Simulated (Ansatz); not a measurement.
# GeNH4 (quartet): the correlation ladder, cc-pVDZ

An exercise on one series of results from a longer session: the logs are not shown, and one member is left open.

The runs use Ansatz 0.2.0, Gaussian basis; cc-pVDZ, core rule «outside noble gas», up to 15 orbitals frozen.

Plan: UHF; CCSD(T) on ROHF; CCSD(T) on UHF; BCCD(T) on ROHF; CISD as a restricted active space (open shells left free, so some higher excitations enter); CCSDT(Q) on ROHF; CCSDT(Q) on UHF; CASSCF and NEVPT2, 11 electrons in 11 orbitals.

21 further runs of the same task are left out: 1 for a known fault of the program, 6 that didn't finish, 14 set aside as unsound or not needed. Runs told in other sessions of the task aren't counted.

## The geometry

The geometry is a PBE0/def2-TZVP stationary point (not a proven minimum) of the parent state, kept for this charge and spin. No spin-orbit coupling is included. The filled d shell of Ge may be among the frozen orbitals whatever the setting's name suggests.

6 atoms, charge 0, spin multiplicity 4.

Atoms are counted from 1 here; the program's logs count them from 0.

Bond lengths: Ge1–N2 1.842 Å, Ge1–H3 1.551 Å, Ge1–H4 1.551 Å, N2–H5 1.010 Å, N2–H6 1.010 Å. Angles: N2–Ge1–H3 105.6°, N2–Ge1–H4 105.6°, H3–Ge1–H4 110.5°, Ge1–N2–H5 115.9°, Ge1–N2–H6 115.9°, H5–N2–H6 109.4°.

The first run:

Input file in.yaml:

```yaml
crystal:
  periodic: [false, false, false]
  atoms:
    - {symbol: Ge, position_ang: [0.041422, 0.000000, 0.323463]}
    - {symbol: N, position_ang: [-0.143010, 0.000000, -1.509253]}
    - {symbol: H, position_ang: [-0.692154, 1.274008, 0.817677]}
    - {symbol: H, position_ang: [-0.692154, -1.274008, 0.817677]}
    - {symbol: H, position_ang: [0.193213, 0.824355, -1.986759]}
    - {symbol: H, position_ang: [0.193213, -0.824355, -1.986759]}
basis:
  gaussian: {orbitals: cc-pVDZ}
magnetization: {spin_polarized: true, initial_magnetization: 3}
hamiltonian: {xc: hf}
output: {orbitals: {seedname: orbitals}}
```

Run with:

```console
$ ansatz run in.yaml --threads 1 --pin off --events-out ev --progress --plain --max-ram 2393MiB
```

Among the steps run: UHF; CCSD(T) on ROHF; CCSD(T) on UHF; BCCD(T) on ROHF; CISD as a restricted active space (open shells left free, so some higher excitations enter); CCSDT(Q) on ROHF; CCSDT(Q) on UHF; CASSCF and NEVPT2, 11 electrons in 11 orbitals.

One of the session's tables, all rows but one given; the rest of the session is left out.

```
        method  from UCCSDT(Q) (meV)
          ROHF               +7600.2
           UHF               +7423.7
          RMP2               +1173.4
          UMP2               +1183.6
         RCCSD                +217.7
         UCCSD                +209.1
      RCCSD(T)                     ?
      UCCSD(T)                 +37.4
       BCCD(T)                 +42.6
        RCCSDT                 +16.8
        UCCSDT                 +10.5
     RCCSDT(Q)                  +6.3
     UCCSDT(Q)                     0
CASSCF valence               +5598.2
NEVPT2 valence               +1237.6
```

Q: Estimate the row for RCCSD(T) from the others.

**Answer.** from UCCSDT(Q) (meV): +43.1. In the column «from UCCSDT(Q) (meV)» it lies between BCCD(T) (+42.6) and UCCSD (+209.1).

Not comparable, so not listed: CISD as a restricted active space (open shells left free, so some higher excitations enter) (they don't share determinant, frozen orbitals or solution with the rows shown, or repeat one).

To keep in mind: Restricted and unrestricted rows rest on different reference determinants; a gap between their highest levels can come from leftover correlation error, from unlike frozen cores or from another state.
